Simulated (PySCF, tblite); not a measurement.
**C₇H₁₁N+ (doublet): geometry, infrared bands and EPR parameters**

Aim: predict the infrared bands and EPR parameters of C₇H₁₁N+ (doublet) (`[CH2+][C](C)C1=NCCC1`).

Programs: tblite 0.8.0 and PySCF 2.14.0, with density-fitted response routines of our own. Each step states its level of theory. These are calculated values for one molecule in the gas phase, unless marked as measured. Atoms are numbered from 0 throughout.

## (1) The molecule as given

19 atoms, charge 1, multiplicity 2; geometry from: force field or distance geometry start.

Bonds of the start (Å): C0–C1 1.49, C1–C2 1.52, C1–C3 1.50, C3–N4 1.29, N4–C5 1.44, C5–C6 1.53, C6–C7 1.52, C7–C3 1.48, C0–H8 1.09, C0–H9 1.08, C2–H10 1.10, C2–H11 1.12, C2–H12 1.13, C5–H13 1.09, C5–H14 1.10, C6–H15 1.09, C6–H16 1.09, C7–H17 1.12, C7–H18 1.11.

## (2) Geometry optimisation with GFN2-xTB

The job: settings as JSON, then the geometry in Å.

```
{"job": {"kind": "relax", "xc": "GFN2-xTB", "basis": "xTB"}, "charge": 1, "multiplicity": 2}
C     -1.994200     1.160000    -0.982500
C     -1.397600    -0.185500    -0.720900
C     -2.229400    -0.820600     0.379000
C      0.016200     0.010000    -0.258100
N      0.579300     1.165300    -0.293000
C      1.927200     1.063900     0.201700
C      2.283100    -0.407700    -0.039800
C      0.930900    -1.010700     0.299100
H     -2.558500     1.311500    -1.900500
H     -1.891500     1.970800    -0.270200
H     -1.718300    -1.690900     0.810100
H     -3.227300    -1.115200    -0.035700
H     -2.464700    -0.011400     1.128400
H      1.951800     1.246800     1.279700
H      2.570000     1.742900    -0.380200
H      2.440900    -0.575400    -1.108200
H      3.087100    -0.758600     0.612000
H      0.860200    -1.065600     1.415200
H      0.825000    -2.020200    -0.143500
```

Command:

```bash
OMP_NUM_THREADS=1 python probes_run.py task.json out
```

The driver reads the jobs from task.json and runs them one after another.

**Question.** This job is followed by: GFN2-xTB harmonic vibrations, gas phase; UKS B3LYP, pcH-1 on C H N, non-relativistic, mean-field spin-orbit, GIAO. Predict these results of the whole session: strongest single infrared mode (GFN2-xTB); zero-point energy (GFN2-xTB); g(iso) (B3LYP); ⟨S²⟩; largest a(iso) (averaged by class).

**Answer**, as computed:

| quantity | value |
| --- | --- |
| strongest single infrared mode (GFN2-xTB) | 1559 cm⁻¹, 266 km/mol |
| zero-point energy (GFN2-xTB) | 99.0 kcal/mol |
| g(iso) (B3LYP) | 2.00510 |
| ⟨S²⟩ | 0.769 (exact 0.75) |
| largest a(iso) (averaged by class) | 1H on H13, H14, 145.3 MHz |

In words: Over 118 steps the energy fell by 2.975 eV; of the close pairs, C0–C1 changed most, 1.495 to 1.358 Å. No mode is imaginary among the 51: a minimum at this level. The strongest single mode, at 1559 cm⁻¹, moves mainly C1 and C0. GFN2-xTB is a fitted tight-binding method: band positions and strengths are rough. Its intensities can rank the bands wrongly. The largest spin populations lie on C0 (0.45 e), N4 (0.35 e). The isotropic g lies 2.8 ppt above the free-electron value. These values are for one conformer; the search (at its own cheap level) found 2 more, at 0.90, 0.91 kcal/mol, and measured spectra average over such forms.
